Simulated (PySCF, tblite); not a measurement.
# C₃H₇BO₂Si: geometry, infrared bands and NMR shifts

What infrared bands and NMR shifts should C₃H₇BO₂Si (`B[Si](O)(O)C#CC`) show?

The runs use tblite 0.8.0 and PySCF 2.14.0, with density-fitted response routines of our own; the level of theory stands in each step. All values are computed, except where a source is named. Atoms are numbered from 0 throughout.

## Step 1: Starting geometry

14 atoms, charge 0, multiplicity 1; geometry from: force field or distance geometry start.

Bonds of the start (Å): B0–Si1 1.93, Si1–O2 1.70, Si1–O3 1.71, Si1–C4 1.82, C4–C5 1.20, C5–C6 1.47, B0–H7 1.18, B0–H8 1.18, O2–H9 0.98, O3–H10 1.00, C6–H11 1.10, C6–H12 1.12, C6–H13 1.11.

## Step 2: Relaxing the molecule with GFN2-xTB

Job settings and geometry (Å):

```
{"job": {"kind": "relax", "xc": "GFN2-xTB", "basis": "xTB"}, "charge": 0, "multiplicity": 1}
B     -2.463900     0.704300     0.541600
Si    -1.293600    -0.411200    -0.516800
O     -1.551700    -0.124600    -2.172600
O     -1.600900    -2.060800    -0.167200
C      0.433600    -0.020400    -0.087000
C      1.573200     0.244400     0.177200
C      2.966800     0.568300     0.509100
H     -3.243800     0.219900     1.287100
H     -2.405700     1.879200     0.445500
H     -0.973400    -0.763200    -2.640300
H     -1.387900    -2.172400     0.801000
H      3.534000     0.744600    -0.418600
H      3.414500    -0.282700     1.074200
H      2.998000     1.474100     1.144600
```

On the command line:

```sh
$ OMP_NUM_THREADS=1 python probes_run.py task.json out
```

This one command runs all jobs of the session in turn.

**Question.** This job is followed by: GFN2-xTB harmonic vibrations, gas phase; GIAO PBE0/pcSseg-1 NMR shielding, non-relativistic, gas phase. Predict these results of the whole session: strongest single infrared mode (GFN2-xTB); zero-point energy (GFN2-xTB); 13C shifts against TMS (PBE0/pcSseg-1); 1H shifts against TMS (PBE0/pcSseg-1, means over atoms taken as alike); 11B shifts against BF3·OEt2 (PBE0/pcSseg-1); 29Si shifts against TMS (PBE0/pcSseg-1); 17O shifts against H2O (PBE0/pcSseg-1, means over atoms taken as alike); surface potential, 1st and 99th percentile.

As calculated:

| quantity | value |
| --- | --- |
| strongest single infrared mode (GFN2-xTB) | 856 cm⁻¹, 310 km/mol |
| zero-point energy (GFN2-xTB) | 58.9 kcal/mol |
| 13C shifts against TMS (PBE0/pcSseg-1) | 110.4, 89.0, 5.8 ppm |
| 1H shifts against TMS (PBE0/pcSseg-1, means over atoms taken as alike) | 9.57, 1.98, 1.67 ppm |
| 11B shifts against BF3·OEt2 (PBE0/pcSseg-1) | 106.7 ppm |
| 29Si shifts against TMS (PBE0/pcSseg-1) | -38.4 ppm |
| 17O shifts against H2O (PBE0/pcSseg-1, means over atoms taken as alike) | 50.3 ppm |
| surface potential, 1st and 99th percentile | -1.50 V and 2.09 V |

**Reading.** Over 91 steps the energy fell by 0.406 eV; of the close pairs, Si1–O2 changed most, 1.700 to 1.634 Å. The lowest mode is imaginary (21i cm⁻¹), so the xTB geometry is not a minimum. The strongest single mode, at 856 cm⁻¹, is carried by Si1, H9, O3. GFN2-xTB is a fitted tight-binding method: band positions and strengths are rough. Its intensities can rank the bands wrongly. At PBE0/pcSseg-1, counted by nearest atom on the grid, the HOMO lies on C4, C5 about 39 % each, the LUMO on B0 55 %; H7, H8 about 13 % each.
